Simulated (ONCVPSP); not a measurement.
# Pseudopotential generation for As: ONCV, PBEsol

Do these settings give a usable potential? It is generated, then checked for transferability, scattering, ghosts and hardness.

The numbers are computed with ONCVPSP 4.0.1 (PBEsol, scalar-relativistic, spin-unpolarised reference atom).

### 1 The atom and the settings

The settings as typed:

| Quantity | Value |
| --- | --- |
| element | arsenic (As, Z = 33) |
| type | optimised norm-conserving Vanderbilt (ONCV) |
| frozen core | [Ar] |
| valence charge | 15 |
| reference configuration | 3d10 4s2 4p3 |
| partial waves | 4s: rc 1.75 bohr, ncon 3, nbas 6, qcut 2.9 1/bohr, 2 projectors, debl 3.5 Ha; 4p: rc 1.25 bohr, ncon 4, nbas 7, qcut 6.7 1/bohr, local; 3d: rc 1.25 bohr, ncon 4, nbas 9, qcut 10.3 1/bohr, 1 projector; f scattering state at 0.16 Ha: rc 1.55 bohr, ncon 3, nbas 6, qcut 7.5 1/bohr, 2 projectors, debl 2.7 Ha |
| local potential | the p channel |
| core correction | polynomial model core, fcfact 0.55 |

The nodes and maxima of the atom's own shells, from an earlier all-electron run, set the scale for the radii.

All-electron outer shells of the reference configuration (PBEsol, scalar-relativistic, ld1.x):

```
shell  level (eV)  outermost node (bohr)  outermost maximum (bohr)
   3s     -189.91                   0.25                      0.52
   3p     -133.47                   0.22                      0.52
   3d      -40.64                      –                      0.47
   4s      -14.50                   0.73                      1.61
   4p       -5.20                   0.78                      1.97
```

### 2 Generation

The input, As.dat:

```
# ATOM AND REFERENCE CONFIGURATION
# atsym  z   nc   nv     iexc    psfile
  As 33.00    5    3  -116133      upf
#
#   n    l    f
    1    0    2.00
    2    0    2.00
    2    1    6.00
    3    0    2.00
    3    1    6.00
    3    2   10.00
    4    0    2.00
    4    1    3.00
#
# PSEUDOPOTENTIAL AND OPTIMIZATION
# lmax
    3
#
#   l,   rc,      ep,       ncon, nbas, qcut
    0    1.75    0.00    3    6    2.90
    1    1.25    0.00    4    7    6.70
    2    1.25    0.00    4    9   10.30
    3    1.55    0.16    3    6    7.50
#
# LOCAL POTENTIAL
# lloc, lpopt,  rc(5),   dvloc0
    1    5    1.25    0.00
#
# VANDERBILT-KLEINMAN-BYLANDER PROJECTORs
# l, nproj, debl
    0    2    3.50
    1    0    2.10
    2    1    0.70
    3    2    2.70
#
# MODEL CORE CHARGE
# icmod, fcfact, rcfact
    1    0.55    0.00
#
# LOG DERIVATIVE ANALYSIS
# epsh1, epsh2, depsh
   -3.00    5.00    0.02
#
# OUTPUT GRID
# rlmax, drl
    6.00    0.01
#
# TEST CONFIGURATIONS
# ncnf
    4
# nvcnf
#   n    l    f
    3
    3    2   10.00
    4    0    2.00
    4    1    2.00
#
    3
    3    2   10.00
    4    0    2.00
    4    1    1.00
#
    3
    3    2   10.00
    4    0    2.00
    4    1    0.00
#
    3
    3    2   10.00
    4    0    2.00
    4    1    2.50
#
```

The run is started by

```
$ oncvpsp.x < As.dat > As.out
```

Before running it: what results should come out? Wanted: cutoffs for 1 and 0.1 mHa per electron, occupied waves; bound ghosts; GHOST(+) flags; largest test error; largest phase difference near zero energy, channels read; rms error of d²Exc/dn², without and with the model core.

As calculated:

```
                                                quantity                       value
  cutoffs for 1 and 0.1 mHa per electron, occupied waves            81 Ha and 192 Ha
                                            bound ghosts            s at -6893.24 eV
                                          GHOST(+) flags                 s at 433 eV
                            largest test error (AE − PS)  +5.1 meV, for 3d10 4s2 4p1
largest phase difference near zero energy, channels read                   0.184 rad
 rms error of d²Exc/dn², without and with the model core           5.64 and 0.59 mHa
```

What this shows: A bound ghost (s) makes it unfit for use: electrons can fall into a state that the atom doesn't have. By total energies transferability is good: the largest error is 5.1 meV on 27.1 eV, for 3d10 4s2 4p1. Atomic tests can pass in spite of a ghost, since they solve only for the levels asked. The potential is very hard: the looser tolerance needs 81 Ha. At the looser tolerance the 4p wave is the slowest; 3d needs 64 Ha. Of the channels read, d scatters worst near zero energy, by up to 0.18 rad. The program also flags highly localised states, GHOST(+) (s). All of this concerns the isolated atom, not yet a solid.
